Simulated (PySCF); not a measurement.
# C4H5FS2: the cost of one run

Computed with PySCF 2.14.0 and routines of our own; the level stands in each step. Atoms count from 0.

### Step 1. The system as given

12 atoms, charge 0, multiplicity 1; geometry from: GFN2-xTB.

### Step 2. Magnetic properties: GIAO wB97X-D/pcSseg-1

The job: settings as JSON, then the geometry in Å.

```
{"job": {"kind": "mag", "xc": "wB97X-D", "basis": "pcSseg-1", "isotopologues": 2}, "charge": 0, "multiplicity": 1}
F      1.080472    -1.739998    -1.168330
C      0.818625    -0.756151    -0.285752
C      1.763667     0.105145     0.074544
S      1.266270     1.393732     1.170415
S     -0.330387     2.100179     0.080833
C     -1.323542     0.575739    -0.184007
C     -0.581397    -0.699801     0.228716
H      2.786043     0.075468    -0.256823
H     -1.543587     0.571227    -1.251131
H     -2.251788     0.672149     0.378164
H     -1.138097    -1.564498    -0.135111
H     -0.545080    -0.733876     1.322456
```

With the program's defaults for keys left out, this is: GIAO wB97X-D/pcSseg-1 magnetisability, rotational g tensor and spin-rotation constants, non-relativistic, gas phase.

Launch:

```console
> OMP_NUM_THREADS=1 python excited_run.py task.json out
```

The driver reads the jobs from task.json and runs them one after another.

**Question.** How long does this first job take on 1 thread of Arm Neoverse V1, shared host, and how much memory does it need?

About 28 s, with a peak of 0.77 GiB.
